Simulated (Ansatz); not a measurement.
# C14H14O: the relaxed shape and its frontier levels

Aim: characterise C14H14O as a singlet: its structure, frontier levels and distribution of charge.

Program: Ansatz 0.2.0, Gaussian basis. Level of theory: RKS PBE0-D4/def2-TZVP. These are calculated values, not measurements.

The runs, in order: relaxation at r2SCAN-D4/def2-SVP; a single point at PBE0-D4/def2-TZVP.

4 further runs of the same task are left out: 4 that didn't finish.

## (1) Starting geometry

SMILES `c1ccc(CCOc2ccccc2)cc1`, 29 atoms, charge 0, spin multiplicity 1.

Atoms are counted from 1 here; the program's logs count them from 0.

Bond lengths: C1–C2 1.384 Å, C1–C15 1.384 Å, C1–H16 1.080 Å, C2–C3 1.384 Å, C2–H17 1.080 Å, C3–C4 1.389 Å, C3–H18 1.081 Å, C4–C5 1.502 Å, C4–C14 1.389 Å, C5–C6 1.531 Å, C5–H19 1.091 Å, C5–H20 1.091 Å, C6–O7 1.412 Å, C6–H21 1.100 Å, C6–H22 1.100 Å, O7–C8 1.362 Å, C8–C9 1.396 Å, C8–C13 1.390 Å and more. Angles: C2–C1–C15 119.7°, C2–C1–H16 120.2°, C15–C1–H16 120.1°, C1–C2–C3 120.1°, C1–C2–H17 120.0°, C3–C2–H17 119.9°, C2–C3–C4 120.6°, C2–C3–H18 119.9°, C4–C3–H18 119.5°, C3–C4–C5 120.6°, C3–C4–C14 118.8°, C5–C4–C14 120.6°, C4–C5–C6 110.8°, C4–C5–H19 110.6°, C4–C5–H20 110.6°, C6–C5–H19 108.2°, C6–C5–H20 108.2°, H19–C5–H20 108.3° and more.

Coordinates:

```
atom    x (Å)    y (Å)    z (Å)
  C1  -4.7293   1.2053   0.2115
  C2  -4.2482   0.6471  -0.9604
  C3  -3.0994  -0.1239  -0.9414
  C4  -2.4191  -0.3512   0.2483
  C5  -1.1643  -1.1768   0.2654
  C6   0.0669  -0.2975   0.0344
  O7   1.2009  -1.1374   0.0669
  C8   2.4326  -0.5857  -0.1129
  C9   3.5087  -1.4742  -0.0713
 C10   4.7978  -1.0157  -0.2417
 C11   5.0387   0.3325  -0.4578
 C12   3.9750   1.2130  -0.5000
 C13   2.6748   0.7658  -0.3302
 C14  -2.9054   0.2204   1.4172
 C15  -4.0537   0.9920   1.4006
 H16  -5.6295   1.8015   0.1997
 H17  -4.7723   0.8101  -1.8907
 H18  -2.7286  -0.5607  -1.8580
 H19  -1.1937  -1.9359  -0.5178
 H20  -1.0492  -1.6803   1.2267
 H21   0.1314   0.4682   0.8209
 H22  -0.0115   0.2077  -0.9393
 H23   3.3031  -2.5197   0.0974
 H24   5.6217  -1.7130  -0.2057
 H25   6.0481   0.6902  -0.5916
 H26   4.1492   2.2653  -0.6694
 H27   1.8643   1.4768  -0.3671
 H28  -2.3833   0.0520   2.3485
 H29  -4.4256   1.4241   2.3180
```

The start is a GFN2-xTB geometry.

## (2) Optimising with r2SCAN-D4/def2-SVP

Input file in.yaml:

```yaml
crystal:
  periodic: [false, false, false]
  atoms:
    - {symbol: C, position_ang: [-4.729290, 1.205350, 0.211470]}
    - {symbol: C, position_ang: [-4.248220, 0.647080, -0.960350]}
    - {symbol: C, position_ang: [-3.099410, -0.123920, -0.941360]}
    - {symbol: C, position_ang: [-2.419070, -0.351240, 0.248290]}
    - {symbol: C, position_ang: [-1.164350, -1.176830, 0.265420]}
    - {symbol: C, position_ang: [0.066910, -0.297480, 0.034360]}
    - {symbol: O, position_ang: [1.200910, -1.137410, 0.066900]}
    - {symbol: C, position_ang: [2.432560, -0.585700, -0.112940]}
    - {symbol: C, position_ang: [3.508660, -1.474150, -0.071320]}
    - {symbol: C, position_ang: [4.797840, -1.015730, -0.241710]}
    - {symbol: C, position_ang: [5.038680, 0.332500, -0.457820]}
    - {symbol: C, position_ang: [3.975040, 1.212990, -0.500010]}
    - {symbol: C, position_ang: [2.674790, 0.765800, -0.330250]}
    - {symbol: C, position_ang: [-2.905400, 0.220380, 1.417190]}
    - {symbol: C, position_ang: [-4.053690, 0.992020, 1.400610]}
    - {symbol: H, position_ang: [-5.629500, 1.801480, 0.199720]}
    - {symbol: H, position_ang: [-4.772340, 0.810050, -1.890660]}
    - {symbol: H, position_ang: [-2.728610, -0.560700, -1.858010]}
    - {symbol: H, position_ang: [-1.193690, -1.935930, -0.517800]}
    - {symbol: H, position_ang: [-1.049170, -1.680290, 1.226650]}
    - {symbol: H, position_ang: [0.131390, 0.468200, 0.820880]}
    - {symbol: H, position_ang: [-0.011540, 0.207750, -0.939320]}
    - {symbol: H, position_ang: [3.303100, -2.519670, 0.097390]}
    - {symbol: H, position_ang: [5.621720, -1.713010, -0.205740]}
    - {symbol: H, position_ang: [6.048090, 0.690190, -0.591620]}
    - {symbol: H, position_ang: [4.149220, 2.265320, -0.669350]}
    - {symbol: H, position_ang: [1.864300, 1.476820, -0.367130]}
    - {symbol: H, position_ang: [-2.383340, 0.052050, 2.348500]}
    - {symbol: H, position_ang: [-4.425600, 1.424110, 2.318030]}
basis:
  gaussian: {orbitals: def2-SVP}
hamiltonian: {xc: r2scan, dispersion: d4}
scf: {lower_state_search: "off"}
output: {orbitals: {seedname: orbitals}}
relax: {f_tol: 0.03, max_steps: 70}
```

The run is started by

```bash
$ ansatz run in.yaml --threads 4 --pin off --events-out ev --progress --plain --max-ram 6963MiB
```

The runs that follow: Single point, PBE0-D4/def2-TZVP.

Before running them: what should the planned runs give, taken together? Wanted: point group; commonest bond, hydrogen aside; HOMO, LUMO at PBE0-D4/def2-TZVP; dipole at r2SCAN-D4/def2-SVP.

The runs gave:

| quantity | value |
| --- | --- |
| point group | Cs |
| commonest bond, hydrogen aside | C–C, 14 of mean length 1.416 Å |
| HOMO, LUMO at PBE0-D4/def2-TZVP | -6.38, -0.39 eV |
| dipole at r2SCAN-D4/def2-SVP | 1.29 D |

The molecule keeps its bonding pattern by the stored test; the atoms moved 0.03 Å (rms). No usable vibrations, so a minimum isn't proven. The HOMO lies nearest to C11 22 %; O7 20 % and the LUMO to 4 C atoms about 17 % each. The point group is read from a loosely relaxed geometry; soft torsions can leave it below the true symmetry.
